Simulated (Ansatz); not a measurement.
This script for Ansatz 0.2.0, Python API starts 3 runs on Sr2Rh, space group Fm-3m. What input does the engine get in each?

The script, `xc_sr2rh.py`:
```python
"""Functional comparison for Sr2Rh (totals differ with the potentials too)."""

import warnings

import ansatz as az
from tabulate import tabulate


def main() -> None:
    warnings.simplefilter("ignore", az.DeckWarning)

    lattice = az.Lattice.of(
        [0.0, 3.650955, 3.650955],
        [3.650955, 0.0, 3.650955],
        [3.650955, 3.650955, 0.0],
    )
    sites = [
        ("Sr", [0.75, 0.75, 0.75]),
        ("Sr", [0.25, 0.25, 0.25]),
        ("Rh", [0.0, 0.0, 0.0]),
    ]
    structure = az.Crystal(lattice=lattice)
    for symbol, position in sites:
        structure = structure.atom(symbol, position)

    model = structure.calculation()
    model = model.basis(34 * az.Ry).kpoints(8, 8, 8)
    model = model.occupations("cold")

    rows = []
    for value in ["lda", "pbesol", "blyp"]:
        data = model.functional(value).run(threads=1).report
        rows.append((value, data["free_energy_ev"] / len(data["lattice"]["sites"]), data["n_iterations"], data["n_kpoints"]))

    print(tabulate(rows, headers=["functional", "F/atom (eV)", "iterations", "k-points"], floatfmt=".4f", tablefmt="grid"))


if __name__ == "__main__":
    main()
```

Run 1:
```yaml
crystal:
  lattice:
    - [0.0, 3.650955, 3.650955]
    - [3.650955, 0.0, 3.650955]
    - [3.650955, 3.650955, 0.0]
  atoms:
    - { symbol: Sr, position: [0.75, 0.75, 0.75] }
    - { symbol: Sr, position: [0.25, 0.25, 0.25] }
    - { symbol: Rh, position: [0.0, 0.0, 0.0] }
basis:
  ecutwfc: 462.593566181796
kpoints:
  mp_grid:
    grid: [8, 8, 8]
hamiltonian:
  xc: lda
scf:
  occupations:
    method: cold
```

Run 2, against run 1:
```diff
-  xc: lda
+  xc: pbesol
```

Run 3, against run 1:
```diff
-  xc: lda
+  xc: blyp
```

```console
$ python xc_sr2rh.py
+--------------+---------------+--------------+------------+
| functional   |   F/atom (eV) |   iterations |   k-points |
+==============+===============+==============+============+
| lda          |    -4389.1772 |            8 |         29 |
+--------------+---------------+--------------+------------+
| pbesol       |    -4441.1080 |            6 |         29 |
+--------------+---------------+--------------+------------+
| blyp         |    -4510.4765 |            8 |         29 |
+--------------+---------------+--------------+------------+
```

What to keep in mind:
- BLYP can be off by several per cent in the lattices of metals, and by several GPa in the pressure at a fixed cell.
- The structure comes from a database of computed cells and needn't be a stable or known phase.
- Total energies of different functionals can't be compared; pressures, moments and gaps at this one structure can.
- Wall time of the script: 11 s on 1 thread of Arm Neoverse V2, with other jobs on the host, peak memory 0.44 GiB.
